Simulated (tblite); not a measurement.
# C5H10GeN2: the cost of one run

Computed with tblite 0.8.0 and PySCF 2.14.0, with density-fitted response routines of our own, on a single molecule in the gas phase. Atoms count from 0, in the outputs and in this text.

### 1 Starting geometry

18 atoms, charge 0, multiplicity 1; geometry from: force field or distance geometry start.

Bonds of the start (Å): C0–C1 1.53, C1–N2 1.47, N2–Ge3 1.89, N2–C4 1.42, C4–C5 1.33, C5–C6 1.44, C6–N7 1.17, C0–H8 1.11, C0–H9 1.12, C0–H10 1.10, C1–H11 1.11, C1–H12 1.11, Ge3–H13 1.54, Ge3–H14 1.56, Ge3–H15 1.55, C4–H16 1.08, C5–H17 1.09.

### 2 Geometry optimisation with GFN2-xTB

What the job is given:

```
{"job": {"kind": "relax", "xc": "GFN2-xTB", "basis": "xTB"}, "charge": 0, "multiplicity": 1}
C     -1.507100    -1.494000     0.596000
C     -1.372200    -0.516000    -0.578600
N     -0.098700     0.211600    -0.455300
Ge    -0.147200     2.091900    -0.314800
C      1.122200    -0.447200    -0.780300
C      2.183900    -0.436000     0.015800
C      2.177800     0.185600     1.315200
N      2.176900     0.679200     2.370700
H     -1.479600    -0.940100     1.560200
H     -2.491600    -2.023900     0.523700
H     -0.699400    -2.242500     0.578900
H     -1.399800    -1.083700    -1.527100
H     -2.235700     0.180200    -0.550600
H      0.587900     2.710500    -1.523700
H      0.539100     2.552000     1.004600
H     -1.615900     2.586700    -0.271800
H      1.172200    -1.030800    -1.692500
H      3.078300    -0.977200    -0.282200
```

Command:

```bash
> OMP_NUM_THREADS=1 python probes_run.py task.json out
```

This one command runs all jobs of the session in turn.

**Question.** How long does this first job take on 1 thread of Intel Xeon at 2.50GHz, shared host?

About 2.6 s.
